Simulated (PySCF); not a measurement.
# H3HoP (Ho(PH3)3+): the cost of one run

Program: PySCF 2.14.0. Level of theory: PBE0, Ho lcecp-1-SVP with ECP56, P def2-SVP, H def2-SVP; scalar-relativistic core potentials, no spin–orbit coupling. These are calculated values, not measurements.

1 further run of the same task is left out (for a known fault of the program).

## (1) Where the work starts

5 atoms, charge 3, spin multiplicity 1.

Bond lengths: Ho1–P2 2.875 Å, P2–H3 1.420 Å, P2–H4 1.420 Å, P2–H5 1.420 Å. Angles: Ho1–P2–H3 121.6°, Ho1–P2–H4 121.6°, Ho1–P2–H5 121.6°, H3–P2–H4 95.1°, H3–P2–H5 95.1°, H4–P2–H5 95.1°.

Geometry (Å):

```
Ho    0.00000    0.00000    0.00000
P     0.00000    0.00000    2.87500
H     1.21000    0.00000    3.61820
H    -0.60500    1.04790    3.61820
H    -0.60500   -1.04790    3.61820
```

Formal oxidation states: Ho +3. Each metal's 10 4f electrons lie in its core potential, so multiplicities, spins and levels count the valence alone.

## (2) SCF at the start, singlet

The input, run.py (the lines that set the calculation):

```python
mol = gto.M(atom='''
Ho     0.00000     0.00000     0.00000
P      0.00000     0.00000     2.87500
H      1.21000     0.00000     3.61820
H     -0.60500     1.04790     3.61820
H     -0.60500    -1.04790     3.61820''',
    basis={'Ho': 'lcecp-1-SVP', 'P': 'def2-SVP', 'H': 'def2-SVP'},
    ecp={'Ho': 'lcecp-1-SVP'},
    charge=3, spin=0)
mf = dft.RKS(mol, xc='PBE0')
mf.grids.atom_grid = (50, 194)  # f atoms: unpruned, at least (60, 302)
mf = mf.density_fit()  # fitting sets: Ho AutoAux, P def2-universal-JKFIT, H def2-universal-JKFIT
mf.conv_tol = 1e-08; mf.max_cycle = 55
mf.kernel(dm0)  # dm0: free metal ions and neutral atoms
```

On the command line:

```sh
OMP_NUM_THREADS=2 python run.py
```

**Question.** How long does this run take on 2 threads of Intel Xeon 6975P-C (Granite Rapids), shared host, and how much memory does it need?

About 1.6 s, with a peak of 0.38 GiB.
